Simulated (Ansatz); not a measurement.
# CH12BNSi3: the cost of one run

The runs use Ansatz 0.2.0, Gaussian basis; the settings change from run to run.

1 further run of the same task is left out (it didn't finish). Runs told in other sessions of the task aren't counted.

## (1) The molecule

The structure was relaxed beforehand with PBE0-D4 in a triple-zeta def2 set.

SMILES `BN([SiH2]C)[SiH2][SiH3]`, 18 atoms, charge 0, spin multiplicity 1.

Atoms are counted from 1 here; the program's logs count them from 0.

Bond lengths: B1–N2 1.407 Å, B1–H7 1.199 Å, B1–H8 1.203 Å, N2–Si3 1.762 Å, N2–Si5 1.755 Å, Si3–C4 1.860 Å, Si3–H9 1.484 Å, Si3–H10 1.490 Å, C4–H11 1.093 Å, C4–H12 1.093 Å, C4–H13 1.093 Å, Si5–Si6 2.345 Å, Si5–H14 1.489 Å, Si5–H15 1.485 Å, Si6–H16 1.489 Å, Si6–H17 1.488 Å, Si6–H18 1.489 Å. Angles: N2–B1–H7 120.6°, N2–B1–H8 119.1°, H7–B1–H8 120.3°, B1–N2–Si3 117.8°, B1–N2–Si5 122.1°, Si3–N2–Si5 120.1°, N2–Si3–C4 111.2°, N2–Si3–H9 108.9°, N2–Si3–H10 106.4°, C4–Si3–H9 110.9°, C4–Si3–H10 110.2°, H9–Si3–H10 109.0°, Si3–C4–H11 110.5°, Si3–C4–H12 110.6°, Si3–C4–H13 111.0°, H11–C4–H12 108.2°, H11–C4–H13 108.3°, H12–C4–H13 108.1° and more.

## (2) PBE0-DH/cc-pVTZ-DK

Options: finite nuclei, the search for lower states set to off.

File in.yaml:

```yaml
crystal:
  periodic: [false, false, false]
  atoms:
    - {symbol: B, position_ang: [-1.034661, 0.876128, 1.833119]}
    - {symbol: N, position_ang: [0.017607, 0.413941, 1.020760]}
    - {symbol: Si, position_ang: [0.236284, -1.327873, 0.873056]}
    - {symbol: C, position_ang: [-1.105340, -2.088846, -0.167008]}
    - {symbol: Si, position_ang: [1.050626, 1.511024, 0.120580]}
    - {symbol: Si, position_ang: [0.780558, 1.189383, -2.186784]}
    - {symbol: H, position_ang: [-1.247729, 2.050198, 1.947542]}
    - {symbol: H, position_ang: [-1.721830, 0.075915, 2.411254]}
    - {symbol: H, position_ang: [0.259001, -1.927117, 2.230829]}
    - {symbol: H, position_ang: [1.564614, -1.532076, 0.230399]}
    - {symbol: H, position_ang: [-2.085348, -1.913269, 0.282872]}
    - {symbol: H, position_ang: [-0.958336, -3.168516, -0.254439]}
    - {symbol: H, position_ang: [-1.108119, -1.663622, -1.173532]}
    - {symbol: H, position_ang: [2.474317, 1.266458, 0.482093]}
    - {symbol: H, position_ang: [0.689848, 2.903189, 0.490264]}
    - {symbol: H, position_ang: [-0.617813, 1.505702, -2.587568]}
    - {symbol: H, position_ang: [1.710088, 2.067508, -2.948194]}
    - {symbol: H, position_ang: [1.058632, -0.226928, -2.553643]}
basis:
  gaussian: {orbitals: cc-pVTZ-DK, nuclear_model: gaussian}
hamiltonian: {xc: {name: PBE0-DH}}
scf: {lower_state_search: off}
output: {forces: true}
```

Launch:

```console
ansatz run in.yaml --threads 4 --pin off --events-out ev --progress --plain --max-ram 11315MiB
```

**Question.** How long does this run take on 4 threads of Arm Neoverse V2, shared host, and how much memory does it need?

About 40 s, with a peak of 1.5 GiB.
